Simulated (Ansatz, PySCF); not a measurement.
Tl2Br2 in two programs

Tl2Br2 (singlet), relaxed with PySCF 2.14.0, RKS PBE, Tl def2-SVP with ECP60, Br def2-SVP; non-relativistic Hamiltonian with scalar-relativistic core potentials where named; density fitting; no spin-orbit coupling:

```xyz
4

Tl    0.0000    0.0000    2.1108
Tl    0.0000    0.0000   -2.1108
Br    2.0629    0.0000    0.0000
Br   -2.0629    0.0000    0.0000
```

There the HOMO–LUMO gap is 3.57 eV. 

The same geometry by Ansatz 0.2.0 (PBE, PAW, a periodic box with 9 Å of vacuum):

| spin-orbit coupling | gap (eV) | largest force component (eV/Å) |
| --- | --- | --- |
| without | 3.66 | 0.12 |

(1) What does the run with spin-orbit coupling give?

The spin-orbit runs use fully relativistic datasets of their own, so changes of a few hundredths of an eV needn't come from the coupling.

Results:

(1) gap (eV): 3.35, largest force component (eV/Å): 0.17. It took 12 s on 2 threads of AMD EPYC 7B13 (Zen 3) (shared host), peak memory 1.9 GiB.
